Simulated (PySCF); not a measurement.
# NGaOH4 in PySCF: settings compared

One molecule, NGaOH4, is run at these levels: PBEsol0, SVWN5; tasks: atomic charges.

Program: PySCF 2.14.0. These are calculated values, not measurements. Logs are shortened: lines on timing, memory, paths and dates and some standing lists are left out, and cuts for length are marked.

## Step 1: The structure

The cell holds a molecule in a box, 7 atoms: a = 13.000 Å, b = 10.000 Å, c = 13.000 Å, α = 90.00°, β = 90.00°, γ = 90.00°.

## Step 2: Atomic charges, PBEsol0

Input file run.py:

```python
import json
import numpy as np
from pyscf.pbc import gto, scf, dft, df

cell = gto.Cell()
cell.basis = 'def2-svp'
cell.fromfile('POSCAR', format='poscar')
cell.exp_to_discard = 0
cell.precision = 1e-08
cell.max_memory = 2520  # MB
cell.verbose = 4
cell.build()

res = {}
kpts = cell.make_kpts([1, 1, 1])
mf = dft.KRKS(cell, kpts, xc='0.25*HF + 0.75*GGA_X_PBE_SOL, GGA_C_PBE_SOL', exxdiv='ewald')
mf = mf.density_fit()
mf.with_df._cderi = 'cderi.h5'  # three-centre integrals saved by an earlier run on this cell, basis and mesh
mf.conv_tol = 1e-07
mf.max_cycle = 60

mf.kernel()
res.update(converged=bool(mf.converged), e_tot=mf.e_tot, nelec=cell.nelectron, nao=cell.nao, mesh=list(map(int, cell.mesh)), a=cell.lattice_vectors().tolist(), coords=cell.atom_coords().tolist(),
           mo_energy=[np.real(x).tolist() for x in mf.mo_energy], mo_occ=[np.real(x).tolist() for x in mf.mo_occ])
res.update(kpts=cell.get_scaled_kpts(kpts).tolist())
res['parts'] = {k: float(np.real(v)) for k, v in mf.scf_summary.items() if np.isscalar(v)}
json.dump(res, open('results.json', 'w'))
if not mf.converged:
    raise SystemExit('SCF not converged')

print('levels (eV)')
for i, kp in enumerate(res['kpts'][:40]):
    print('k %7.4f %7.4f %7.4f  ' % tuple(kp), ' '.join('%.3f' % (x * 27.211386) for x in res['mo_energy'][i][:30]))

# Mulliken populations
dm, s = np.asarray(mf.make_rdm1()), np.asarray(mf.get_ovlp())
sites = cell.aoslice_by_atom()[:, 2:]
tot = np.einsum('kij,kji->i', dm, s).real / len(kpts)
res['mulliken'] = [cell.atom_charge(i) - tot[a0:a1].sum() for i, (a0, a1) in enumerate(sites)]
print('Mulliken charges', np.round(res['mulliken'], 5))
res['meta_lowdin'] = mf.mulliken_meta()[1].tolist()
res['done'] = True
json.dump(res, open('results.json', 'w'))
```

Input file POSCAR:

```
GaH4NO
1.0
   13.0000000000      0.0000000000      0.0000000000
    0.0000000000     10.0000000000      0.0000000000
    0.0000000000      0.0000000000     13.0000000000
N Ga O H
1 1 1 4
Direct
    0.4174961500      0.5134700000      0.4462230800
    0.5371807700      0.5035500000      0.5174076900
    0.6534653800      0.4836400000      0.4454846200
    0.4114961500      0.5086300000      0.3692230800
    0.3485346200      0.5246800000      0.4801307700
    0.5444500000      0.5112700000      0.6360076900
    0.6440807700      0.4795200000      0.3724000000
```

Potentials or basis: def2-svp (all-electron).

Run with:

```bash
$ OMP_NUM_THREADS=2 python -u run.py > log
```

The log of the run:

```text
Discarded 0 diffused primitive functions, 0 contracted functions

******** <class 'pyscf.pbc.dft.krks.KRKS'> ********
method = KRKS
initial guess = minao
damping factor = 0
level_shift factor = 0
DIIS = <class 'pyscf.scf.diis.CDIIS'>
diis_start_cycle = 1
diis_space = 8
diis_damp = 0
SCF conv_tol = 1e-07
SCF conv_tol_grad = None
SCF max_cycles = 60
direct_scf = True
direct_scf_tol = 1e-13

******** PBC SCF flags ********
N kpts = 1
Exchange divergence treatment (exxdiv) = ewald
    madelung (= occupied orbital energy shift) = 0.12309626961487691
    Total energy shift due to Ewald probe charge = -1/2 * Nelec*madelung = -3.07740674037
DF object = <pyscf.pbc.df.df.GDF object>
XC functionals = 0.25*HF + 0.75*GGA_X_PBE_SOL, GGA_C_PBE_SOL
small_rho_cutoff = 0
radial grids:
    Treutler-Ahlrichs [JCP 102, 346 (1995); DOI:10.1063/1.469408] (M4) radial grids

becke partition: Becke, JCP 88, 2547 (1988); DOI:10.1063/1.454033
pruning grids: <function nwchem_prune>
grids dens level: 3
symmetrized grids: False
atomic radii adjust function: <function treutler_atomic_radii_adjust>
Set gradient conv threshold to 0.000316228

******** <class 'pyscf.pbc.df.rsdf_builder._RSNucBuilder'> ********
mesh = [47 37 47] (81733 PWs)
ke_cutoff = 17.302185920816544
omega = 0.5229654415994075
exclude_d_aux = False
exclude_dd_block = True
j2c_eig_always = False
has_long_range = True
tot grids = 88110
cell vol = 11404.6853  sum(weights) = 11560.4392
nelec by numeric integration = 49.99999135241806
init E= -2050.74855045397
  HOMO = -0.295050891525  LUMO = -0.0241528297823  gap/eV = 7.37151
nelec by numeric integration = 49.99999713428966
cycle= 1 E= -2050.52536401774  delta_E= 0.223  |g|= 1.35  |ddm|= 2.74
  HOMO = -0.122172199905  LUMO = 0.0318365564274  gap/eV = 4.19079
nelec by numeric integration = 49.999993252741916
cycle= 2 E= -2050.02151584629  delta_E= 0.504  |g|= 2.11  |ddm|= 2.13
  HOMO = -0.240578785805  LUMO = 0.0176818729262  gap/eV = 7.02763
nelec by numeric integration = 49.99999670440716
cycle= 3 E= -2050.74971467374  delta_E= -0.728  |g|= 0.323  |ddm|= 1.62
  HOMO = -0.257065966078  LUMO = 0.0175127383386  gap/eV = 7.47167
nelec by numeric integration = 49.99999613554439
cycle= 4 E= -2050.76889882769  delta_E= -0.0192  |g|= 0.0814  |ddm|= 0.255
  HOMO = -0.249171013952  LUMO = 0.0154505641026  gap/eV = 7.20072
nelec by numeric integration = 49.999996173821174
cycle= 5 E= -2050.7698863616  delta_E= -0.000988  |g|= 0.029  |ddm|= 0.0779
  HOMO = -0.254089769255  LUMO = 0.0158197269637  gap/eV = 7.34461
nelec by numeric integration = 49.999996209411535
cycle= 6 E= -2050.77007241764  delta_E= -0.000186  |g|= 0.0085  |ddm|= 0.0265
  HOMO = -0.252753034134  LUMO = 0.0165243942976  gap/eV = 7.32741
nelec by numeric integration = 49.99999619330574
cycle= 7 E= -2050.7700876399  delta_E= -1.52e-05  |g|= 0.0011  |ddm|= 0.00736
  HOMO = -0.252758681863  LUMO = 0.0164733197266  gap/eV = 7.32618
nelec by numeric integration = 49.999996196038644
cycle= 8 E= -2050.77008789332  delta_E= -2.53e-07  |g|= 0.000135  |ddm|= 0.00106
  HOMO = -0.252774241719  LUMO = 0.0164717727992  gap/eV = 7.32656
nelec by numeric integration = 49.999996196152814
cycle= 9 E= -2050.77008789842  delta_E= -5.1e-09  |g|= 3.05e-05  |ddm|= 0.000164
  HOMO = -0.252780741937  LUMO = 0.0164694050741  gap/eV = 7.32667
nelec by numeric integration = 49.99999619601416
Extra cycle  E= -2050.77008789828  delta_E= 1.38e-10  |g|= 4.39e-05  |ddm|= 6.5e-05
converged SCF energy = -2050.77008789828
levels (eV)
k  0.0000  0.0000  0.0000   -10121.249 -1239.136 -1097.707 -1097.662 -1097.639 -520.274 -389.442 -148.658 -102.225 -102.210 -102.101 -26.113 -22.967 -21.479 -21.414 -21.397 -21.321 -21.016 -13.316 -13.053 -11.622 -8.919 -8.594 -8.264 -6.879 0.448 0.873 2.137 3.320 4.137
Mulliken charges [-0.43018  0.49452 -0.46389  0.13765  0.14689 -0.07285  0.18787]
 ** Mulliken pop on meta-lowdin orthogonal AOs **
 ** Mulliken pop  **
pop of  0 N 1s            1.99988
pop of  0 N 2s            1.29207
pop of  0 N 3s            0.00313
pop of  0 N 2px           1.31119
pop of  0 N 2py           1.74076
pop of  0 N 2pz           1.24662
pop of  0 N 3px           0.00222
pop of  0 N 3py           0.01625
pop of  0 N 3pz           0.00238
pop of  0 N 3dxy          0.00014
pop of  0 N 3dyz          0.00005
pop of  0 N 3dz^2         0.00154
pop of  0 N 3dxz          0.00069
pop of  0 N 3dx2-y2       0.00142
pop of  1 Ga 1s           1.99999
pop of  1 Ga 2s           1.99991
pop of  1 Ga 3s           1.99707
pop of  1 Ga 4s           0.95592
pop of  1 Ga 5s           0.00724
pop of  1 Ga 2px          1.99998
pop of  1 Ga 2py          1.99999
pop of  1 Ga 2pz          1.99998
pop of  1 Ga 3px          1.99986
pop of  1 Ga 3py          1.99979
pop of  1 Ga 3pz          1.99988
pop of  1 Ga 4px          0.40819
pop of  1 Ga 4py          0.36916
pop of  1 Ga 4pz          0.64713
pop of  1 Ga 5px          0.01340
pop of  1 Ga 5py          0.00032
pop of  1 Ga 5pz          0.01153
pop of  1 Ga 3dxy         1.99820
pop of  1 Ga 3dyz         1.99740
pop of  1 Ga 3dz^2        1.99567
pop of  1 Ga 3dxz         1.99535
pop of  1 Ga 3dx2-y2      1.99471
pop of  1 Ga 4dxy         0.00624
pop of  1 Ga 4dyz         0.00342
pop of  1 Ga 4dz^2        0.00348
pop of  1 Ga 4dxz         0.00298
pop of  1 Ga 4dx2-y2      0.00288
pop of  1 Ga 5dxy         0.00368
pop of  1 Ga 5dyz         0.00169
pop of  1 Ga 5dz^2        0.00102
pop of  1 Ga 5dxz         0.00027
pop of  1 Ga 5dx2-y2      0.00058
pop of  2 O 1s            1.99993
pop of  2 O 2s            1.63653
pop of  2 O 3s            0.00316
pop of  2 O 2px           1.74758
pop of  2 O 2py           1.84500
pop of  2 O 2pz           1.40768
pop of  2 O 3px           0.00255
pop of  2 O 3py           0.00265
pop of  2 O 3pz           0.00400
pop of  2 O 3dxy          0.00071
pop of  2 O 3dyz          0.00025
pop of  2 O 3dz^2         0.00259
pop of  2 O 3dxz          0.00123
pop of  2 O 3dx2-y2       0.00101
pop of  3 H 1s            0.77367
pop of  3 H 2s            0.00937
pop of  3 H 2px           0.00022
pop of  3 H 2py           0.00160
pop of  3 H 2pz           0.00120
pop of  4 H 1s            0.76536
pop of  4 H 2s            0.00924
pop of  4 H 2px           0.00103
pop of  4 H 2py           0.00162
pop of  4 H 2pz           0.00039
pop of  5 H 1s            1.05289
pop of  5 H 2s            0.00201
pop of  5 H 2px           0.00014
pop of  5 H 2py           0.00014
pop of  5 H 2pz           0.00248
pop of  6 H 1s            0.67232
pop of  6 H 2s            0.01110
pop of  6 H 2px           0.00160
pop of  6 H 2py           0.00191
pop of  6 H 2pz           0.00157
 ** Mulliken atomic charges  **
charge of    0N =     -0.61835
charge of    1Ga =      0.58308
charge of    2O =     -0.65486
charge of    3H =      0.21394
charge of    4H =      0.22236
charge of    5H =     -0.05766
charge of    6H =      0.31150
```

Run time: 18 s. Hardware: 2 threads of Intel Xeon Platinum 8259CL at 2.50GHz (Skylake/Cascade Lake), shared host; peak memory 1.9 GiB.

What came out:

* Free energy: -55804.2970 eV
* Gap between the frontier levels: 7.33 eV
* Meta-löwdin charges: N -0.62; Ga +0.58; O -0.65; H +0.21, +0.22, -0.06, +0.31 e

Levels at points of the mesh, in eV from the valence-band top:
| k point | band 20 | band 21 | band 22 | band 23 | band 24 | band 25 | band 26 | band 27 | band 28 | band 29 |
| --- | --- | --- | --- | --- | --- | --- | --- | --- | --- | --- |
| (0.00, 0.00, 0.00) | -6.17 | -4.74 | -2.04 | -1.72 | -1.39 | 0.00 | 7.33 | 7.75 | 9.02 | 10.20 |

Caveat: this is a molecule in a periodic box at the Γ point, so its band gap is the HOMO-LUMO gap; population charges move with the basis; relativity is left out, which matters for the heavier elements; the basis of atomic orbitals isn't converged, which shifts pressures, moduli and gaps.

## Step 3: Atomic charges, SVWN5

Changes to run.py since step 2:

```diff
@@ -15,3 +15,3 @@
 kpts = cell.make_kpts([1, 1, 1])
-mf = dft.KRKS(cell, kpts, xc='0.25*HF + 0.75*GGA_X_PBE_SOL, GGA_C_PBE_SOL', exxdiv='ewald')
+mf = dft.KRKS(cell, kpts, xc='lda,vwn5')
 mf = mf.density_fit()
```

POSCAR is that of step 2.

Potentials or basis: def2-svp (all-electron).

Run with:

```bash
$ OMP_NUM_THREADS=2 python -u run.py > log
```

Wall time 13 s (2 threads of Intel Xeon Platinum 8259CL at 2.50GHz (Skylake/Cascade Lake), shared host); peak memory 1.9 GiB.

Results (log left out):

```yaml
Free_energy: -55862.3354 eV
Gap_between_the_frontier_levels: 5.02 eV
Meta-löwdin_charges: N -0.58; Ga +0.46; O -0.61; H +0.22, +0.23, -0.03, +0.31 e
```

Levels at points of the mesh, in eV from the valence-band top:
```tsv
k point	band 23	band 24	band 25	band 26	band 27	band 28
(0.00, 0.00, 0.00)	-1.51	-1.18	0.00	5.02	5.30	6.63
```

Caveat: this is a molecule in a periodic box at the Γ point, so its band gap is the HOMO-LUMO gap; population charges move with the basis; relativity is left out, which matters for the heavier elements; the basis of atomic orbitals isn't converged, which shifts pressures, moduli and gaps.
